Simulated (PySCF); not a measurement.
# GaHCl2 (SMILES [Cl][GaH][Cl]): levels of theory compared

We compute a comparison of 4 runs (HF/STO-3G, B3LYP/6-31G*, PBE/def2-TZVP, CCSD/6-31G*) of GaHCl2. 

The calculation is run with PySCF 2.14.0.

1 further run of the same task is left out (set aside as unsound or not needed).

### Step 1. The molecule

The species is GaHCl2 (4 atoms), meant as a singlet with charge 0. As SMILES, `[Cl][GaH][Cl]`. Geometry: relaxed at PBE0-D4/def2-TZVP.

Bond lengths: Cl1–Ga2 2.128 Å, Ga2–Cl3 2.128 Å, Ga2–H4 1.545 Å. Angles: Cl1–Ga2–Cl3 115.1°, Cl1–Ga2–H4 122.4°, Cl3–Ga2–H4 122.4°.

### Step 2. Energy and forces at HF/STO-3G (run 1)

File calc.py:

```python
from pyscf import gto, scf

mol = gto.Mole()
mol.atom = '''
Cl    -3.668147    -0.187461    -1.064672
Ga     0.197098     0.271932    -0.055558
Cl     1.948308    -2.985578     1.522741
H      1.627621     2.787157    -0.440873
'''
mol.basis = 'sto-3g'
mol.spin = 0
mol.unit = 'bohr'
mol.max_memory = 1860
mol.verbose = 3
mol.build()

mf = scf.RHF(mol)
mf.conv_tol = 1e-10
mf.kernel()
if not mf.converged:
    mf = mf.newton().run(mf.mo_coeff, mf.mo_occ)

energy = mf.e_tot
print('E(%s) = %.9f' % ('HF', energy))
grad = mf.nuc_grad_method().kernel()
dip = mf.dip_moment()
pop, q = mf.mulliken_pop()
```

Command:

```
$ OMP_NUM_THREADS=1 python calc.py
```

What it wrote:

```text
converged SCF energy = -2810.75045218127
E(HF) = -2810.750452181
--------------- RHF gradients ---------------
         x                y                z
0 Cl    -0.0304453348    -0.0019626188    -0.0084847811
1 Ga    -0.0118684404    -0.0208681709     0.0032006003
2 Cl     0.0152614889    -0.0247327271     0.0125713066
3 H     0.0270522864     0.0475635168    -0.0072871258
----------------------------------------------
Dipole moment(X, Y, Z, Debye):  1.22227,  2.14890, -0.32898
 ** Mulliken pop  **
pop of  0 Cl 1s           1.99997
pop of  0 Cl 2s           1.99893
pop of  0 Cl 3s           1.98895
pop of  0 Cl 2px          1.99193
pop of  0 Cl 2py          1.99909
pop of  0 Cl 2pz          1.99814
pop of  0 Cl 3px          1.53696
pop of  0 Cl 3py          1.95194
pop of  0 Cl 3pz          1.88250
pop of  1 Ga 1s           1.99999
pop of  1 Ga 2s           1.99918
pop of  1 Ga 3s           1.99825
pop of  1 Ga 4s           1.06153
pop of  1 Ga 2px          1.99959
pop of  1 Ga 2py          1.99961
pop of  1 Ga 2pz          1.99956
pop of  1 Ga 3px          1.98097
pop of  1 Ga 3py          1.98250
pop of  1 Ga 3pz          1.97775
pop of  1 Ga 4px          0.53952
pop of  1 Ga 4py          0.65215
pop of  1 Ga 4pz          0.27301
pop of  1 Ga 3dxy         1.95364
pop of  1 Ga 3dyz         1.96321
pop of  1 Ga 3dz^2        1.92985
pop of  1 Ga 3dxz         1.97480
pop of  1 Ga 3dx2-y2      1.95046
pop of  2 Cl 1s           1.99997
pop of  2 Cl 2s           1.99893
pop of  2 Cl 3s           1.98895
pop of  2 Cl 2px          1.99758
pop of  2 Cl 2py          1.99414
pop of  2 Cl 2pz          1.99744
pop of  2 Cl 3px          1.86416
pop of  2 Cl 3py          1.66533
pop of  2 Cl 3pz          1.84191
pop of  3 H 1s            1.06761
 ** Mulliken atomic charges  **
charge of    0Cl =     -0.34841
charge of    1Ga =      0.76442
charge of    2Cl =     -0.34840
charge of    3H =     -0.06761
```

Wall time 9.8 s (1 thread of Intel Xeon at 2.50GHz (Skylake/Cascade Lake), shared host); peak memory 0.12 GiB.

### Step 3. Energy and forces at B3LYP/6-31G(d) (spherical functions) (run 2)

File calc.py:

```python
from pyscf import gto, dft

mol = gto.Mole()
mol.atom = [
    ('Cl', (-1.941100, -0.099200, -0.563400)),
    ('Ga', (0.104300, 0.143900, -0.029400)),
    ('Cl', (1.031000, -1.579900, 0.805800)),
    ('H', (0.861300, 1.474900, -0.233300)),
]
mol.verbose = 4
mol.basis = '6-31g*'
mol.spin = 0
mol.max_memory = 1860
mol.build()

ks = dft.RKS(mol)
ks.xc = 'b3lyp'
ks.grids.level = 5
ks.conv_tol = 1e-10
ks.kernel()
if not ks.converged:
    ks = ks.newton().run(ks.mo_coeff, ks.mo_occ)

e_final = ks.e_tot
print('Final energy', e_final)
grad = ks.nuc_grad_method().kernel()
ks.analyze()
```

Command:

```
$ OMP_NUM_THREADS=1 python calc.py
```

What it wrote:

```text
PySCF version 2.14.0

[INPUT] num. atoms = 4
[INPUT] num. electrons = 66
[INPUT] charge = 0
[INPUT] spin (= nelec alpha-beta = 2S) = 0
[INPUT] symmetry False subgroup None
[INPUT] Mole.unit = angstrom
[INPUT] Symbol           X                Y                Z      unit          X                Y                Z       unit  Magmom
[INPUT]  1 Cl    -1.941100000000  -0.099200000000  -0.563400000000 AA   -3.668147380393  -0.187460831557  -1.064671698580 Bohr   0.0
[INPUT]  2 Ga     0.104300000000   0.143900000000  -0.029400000000 AA    0.197098434792   0.271931589325  -0.055557948062 Bohr   0.0
[INPUT]  3 Cl     1.031000000000  -1.579900000000   0.805800000000 AA    1.948307634427  -2.985578304200   1.522741311175 Bohr   0.0
[INPUT]  4 H      0.861300000000   1.474900000000  -0.233300000000 AA    1.627621111088   2.787157061121  -0.440873104861 Bohr   0.0

nuclear repulsion = 320.883756439268
number of shells = 30
number of NR pGTOs = 201
number of NR cGTOs = 70
basis = 6-31g*
ecp = {}

[... 51 lines left out ...]
converged SCF energy = -2845.71414533504
[... 18 lines left out ...]
DFT Exchange-Correlation Energy =     -132.045242815725487
[... 8 lines left out ...]
MO #7   energy= -40.7681031175898  occ= 2
[... 6 lines left out ...]
MO #14  energy= -7.21446311005015  occ= 2
[... 6 lines left out ...]
MO #21  energy= -0.910002448902855 occ= 2
[... 6 lines left out ...]
MO #28  energy= -0.385330378329509 occ= 2
[... 6 lines left out ...]
MO #35  energy= -0.0476651312199974 occ= 0
[... 6 lines left out ...]
MO #42  energy= 0.341829895344467  occ= 0
[... 6 lines left out ...]
MO #49  energy= 0.504867052945187  occ= 0
[... 6 lines left out ...]
MO #56  energy= 0.863626698510228  occ= 0
[... 6 lines left out ...]
MO #63  energy= 1.10138771435363   occ= 0
[... 6 lines left out ...]
MO #70  energy= 2.92645307835003   occ= 0
[... 38 lines left out ...]
pop of  1 Ga 3dyz         1.99865
pop of  1 Ga 3dz^2        1.99820
pop of  1 Ga 3dxz         1.99877
pop of  1 Ga 3dx2-y2      1.99810
pop of  1 Ga 4dxy         0.00532
pop of  1 Ga 4dyz         0.00234
pop of  1 Ga 4dz^2        0.00239
pop of  1 Ga 4dxz         0.00324
pop of  1 Ga 4dx2-y2      0.00475
pop of  1 Ga 5dxy         0.00195
pop of  1 Ga 5dyz         0.00127
pop of  1 Ga 5dz^2        0.00140
pop of  1 Ga 5dxz         0.00177
pop of  1 Ga 5dx2-y2      0.00168
pop of  2 Cl 1s           2.00000
pop of  2 Cl 2s           1.99985
pop of  2 Cl 3s           1.84491
pop of  2 Cl 4s           0.00338
pop of  2 Cl 2px          1.99995
pop of  2 Cl 2py          1.99994
pop of  2 Cl 2pz          1.99995
pop of  2 Cl 3px          1.85465
pop of  2 Cl 3py          1.70074
pop of  2 Cl 3pz          1.82379
pop of  2 Cl 4px          0.00178
pop of  2 Cl 4py          0.00288
pop of  2 Cl 4pz          0.00087
pop of  2 Cl 3dxy         0.00279
pop of  2 Cl 3dyz         0.00239
pop of  2 Cl 3dz^2        0.00093
pop of  2 Cl 3dxz         0.00079
pop of  2 Cl 3dx2-y2      0.00178
pop of  3 H 1s            1.02426
pop of  3 H 2s            0.00421
 ** Mulliken atomic charges  **
charge of    0Cl =     -0.24138
charge of    1Ga =      0.51121
charge of    2Cl =     -0.24137
charge of    3H =     -0.02847
Dipole moment(X, Y, Z, Debye):  0.89019,  1.56491, -0.23955
```

Wall time 69 s (1 thread of Intel Xeon at 2.50GHz (Skylake/Cascade Lake), shared host); peak memory 0.68 GiB.

### Step 4. Energy and forces at PBE/def2-TZVP (run 3)

File run.py:

```python
# [Cl][GaH][Cl]
from pyscf import gto, dft

mol = gto.M(
    atom='''
Cl  -1.941100  -0.099200  -0.563400
Ga   0.104300   0.143900  -0.029400
Cl   1.031000  -1.579900   0.805800
H    0.861300   1.474900  -0.233300
''',
    basis='def2-tzvp',
    verbose=3,
    charge=0,
    max_memory=1860,
)

calc0 = dft.RKS(mol, xc='pbe')
calc0.conv_tol = 1e-10
calc0.grids.level = 5
calc0.kernel()
if not calc0.converged:
    calc0 = calc0.newton().run(calc0.mo_coeff, calc0.mo_occ)

e_final = calc0.e_tot
print('Final energy', e_final)
grad = calc0.nuc_grad_method().kernel()
calc0.analyze()
```

Command:

```
$ OMP_NUM_THREADS=1 python run.py
```

What it wrote:

```text
converged SCF energy = -2845.31799012101
[... 15 lines left out ...]
MO #7   energy= -40.2237818808205  occ= 2
[... 10 lines left out ...]
MO #18  energy= -3.64360293031913  occ= 2
[... 10 lines left out ...]
MO #29  energy= -0.340794055297863 occ= 2
[... 10 lines left out ...]
MO #40  energy= 0.13097642298614   occ= 0
[... 10 lines left out ...]
MO #51  energy= 0.343980979137227  occ= 0
[... 10 lines left out ...]
MO #62  energy= 0.558434866755465  occ= 0
[... 10 lines left out ...]
MO #73  energy= 1.03377033025988   occ= 0
[... 10 lines left out ...]
MO #84  energy= 1.76086278252194   occ= 0
[... 10 lines left out ...]
MO #95  energy= 1.99971772226094   occ= 0
[... 10 lines left out ...]
MO #106 energy= 2.18183497090858   occ= 0
[... 10 lines left out ...]
MO #117 energy= 3.09892472298409   occ= 0
[... 10 lines left out ...]
MO #128 energy= 24.6948334562813   occ= 0
[... 5 lines left out ...]
Dipole moment(X, Y, Z, Debye):  0.77858,  1.36868, -0.20950
```

Wall time 2.2 min (1 thread of Intel Xeon at 2.50GHz (Skylake/Cascade Lake), shared host); peak memory 1.3 GiB.

### Step 5. The energy at CCSD/6-31G(d) (spherical functions) (run 4)

File run.py:

```python
# [Cl][GaH][Cl]
from pyscf import gto, cc

molecule = gto.M(
    atom='''
Cl  -1.941100  -0.099200  -0.563400
Ga   0.104300   0.143900  -0.029400
Cl   1.031000  -1.579900   0.805800
H    0.861300   1.474900  -0.233300
''',
    max_memory=1860,
    verbose=3,
    basis='6-31g*',
    spin=0,
)

mf = molecule.RHF()
mf.conv_tol = 1e-10
mf.kernel()
if not mf.converged:
    mf = mf.newton().run(mf.mo_coeff, mf.mo_occ)

mycc = cc.CCSD(mf, frozen=19)
mycc.kernel()
etot = mycc.e_tot
print('Final energy', etot)
mf.analyze()
```

Command:

```
$ OMP_NUM_THREADS=1 python run.py
```

What it wrote:

```text
converged SCF energy = -2842.62060937539
E(CCSD) = -2843.120927342131  E_corr = -0.500317966737817
Final energy -2843.1209273421314
**** MO energy ****
MO #1   energy= -378.911343411395  occ= 2
MO #2   energy= -104.814061080642  occ= 2
MO #3   energy= -104.814055260802  occ= 2
MO #4   energy= -48.2875227265299  occ= 2
MO #5   energy= -42.6194028958634  occ= 2
MO #6   energy= -42.6165540435353  occ= 2
MO #7   energy= -42.6159064132973  occ= 2
MO #8   energy= -10.554537611437   occ= 2
MO #9   energy= -10.554532209992   occ= 2
MO #10  energy= -8.02247068121722  occ= 2
MO #11  energy= -8.02245657493411  occ= 2
MO #12  energy= -8.0203049644026   occ= 2
MO #13  energy= -8.02029923368103  occ= 2
MO #14  energy= -8.02002219910585  occ= 2
MO #15  energy= -8.02001693937682  occ= 2
MO #16  energy= -6.49933292790097  occ= 2
MO #17  energy= -4.59367979051363  occ= 2
MO #18  energy= -4.5899080529082   occ= 2
MO #19  energy= -4.58790138955526  occ= 2
MO #20  energy= -1.28648949078083  occ= 2
MO #21  energy= -1.2832221696074   occ= 2
MO #22  energy= -1.28139885524091  occ= 2
MO #23  energy= -1.2778844868419   occ= 2
MO #24  energy= -1.27779281276306  occ= 2
MO #25  energy= -1.09076411122738  occ= 2
MO #26  energy= -1.07239258189447  occ= 2
MO #27  energy= -0.628816941257595 occ= 2
MO #28  energy= -0.520441668048992 occ= 2
MO #29  energy= -0.516594953791738 occ= 2
MO #30  energy= -0.48563587964152  occ= 2
MO #31  energy= -0.466020705345017 occ= 2
MO #32  energy= -0.457898268652897 occ= 2
MO #33  energy= -0.45735320400434  occ= 2
MO #34  energy= 0.0367900753044537 occ= 0
MO #35  energy= 0.0847450582220199 occ= 0
MO #36  energy= 0.110689395713574  occ= 0
MO #37  energy= 0.13686830980858   occ= 0
MO #38  energy= 0.198348900333011  occ= 0
MO #39  energy= 0.214916639624069  occ= 0
MO #40  energy= 0.309503260193191  occ= 0
MO #41  energy= 0.312170628513368  occ= 0
MO #42  energy= 0.509691932864026  occ= 0
MO #43  energy= 0.511930127397627  occ= 0
MO #44  energy= 0.516759477813642  occ= 0
MO #45  energy= 0.529925640359029  occ= 0
MO #46  energy= 0.593860982537948  occ= 0
MO #47  energy= 0.653588747203864  occ= 0
MO #48  energy= 0.681656033268675  occ= 0
MO #49  energy= 0.68679955631026   occ= 0
MO #50  energy= 0.696260915943711  occ= 0
MO #51  energy= 0.746622126505594  occ= 0
MO #52  energy= 0.775461937546437  occ= 0
MO #53  energy= 0.794755858133753  occ= 0
MO #54  energy= 0.901678185616916  occ= 0
MO #55  energy= 1.1458331396712    occ= 0
MO #56  energy= 1.14754870299933   occ= 0
MO #57  energy= 1.14842352014048   occ= 0
MO #58  energy= 1.15057607356596   occ= 0
MO #59  energy= 1.18337550464093   occ= 0
MO #60  energy= 1.18365071463999   occ= 0
MO #61  energy= 1.22906520037664   occ= 0
MO #62  energy= 1.2660332330383    occ= 0
MO #63  energy= 1.39502964600518   occ= 0
MO #64  energy= 1.5169869141764    occ= 0
MO #65  energy= 1.56172218600947   occ= 0
MO #66  energy= 3.22906790390177   occ= 0
MO #67  energy= 3.25701367580507   occ= 0
MO #68  energy= 3.25745863787394   occ= 0
MO #69  energy= 3.35744352444555   occ= 0
MO #70  energy= 3.37782438450985   occ= 0
 ** Mulliken atomic charges  **
charge of    0Cl =     -0.30918
charge of    1Ga =      0.69201
charge of    2Cl =     -0.30917
charge of    3H =     -0.07365
Dipole moment(X, Y, Z, Debye):  1.04834,  1.84296, -0.28209
```

Run time: 22 s. Hardware: 1 thread of Intel Xeon at 2.50GHz (Skylake/Cascade Lake), shared host; peak memory 0.21 GiB.

### Step 6. The series

```
run                               level  integration grid      task   energy (Eh)  dipole moment (D) of the reference  HOMO energy (eV)  LUMO energy (eV)  wall time
  1                           HF/STO-3G                 –  gradient  -2810.750452                                2.49             -9.52              3.54      9.8 s
  2  B3LYP/6-31G* (spherical functions)                 5  gradient  -2845.714145                                1.82             -8.81             -2.01       69 s
  3                       PBE/def2-TZVP                 5  gradient  -2845.317990                                1.59             -7.74             -2.50    2.2 min
  4   CCSD/6-31G* (spherical functions)                 –    energy  -2843.120927                                2.14            -12.45              1.00       22 s
```

### Step 7. Summary of results

| quantity | value |
| --- | --- |
| run 4: total energy | -2843.12093 Eh |
| run 4: dipole moment (Hartree–Fock density) | 2.14 D |
| run 4: HOMO energy (Hartree–Fock orbitals) | -12.45 eV |
| run 4: LUMO energy (Hartree–Fock orbitals) | 1.00 eV |
| run 4: HOMO–LUMO gap (Hartree–Fock orbitals) | 13.45 eV |
| run 4: correlation energy (19 core orbitals frozen) | -500.3 mEh |
| run 4: T1 diagnostic | 0.011 |

Over runs 1, 2, 3 the dipole moment (its size) runs from 1.59 D (PBE/def2-TZVP) to 2.49 D (HF/STO-3G). The two ends differ in method and basis. Over runs 1, 2, 3 the HOMO–LUMO gap runs from 5.24 eV (PBE/def2-TZVP) to 13.06 eV (HF/STO-3G). Totals of different functionals can't be ranked against each other. In run 1 the basis is minimal, so the values are rough. All runs together took 3.9 min, the longest 2.2 min.
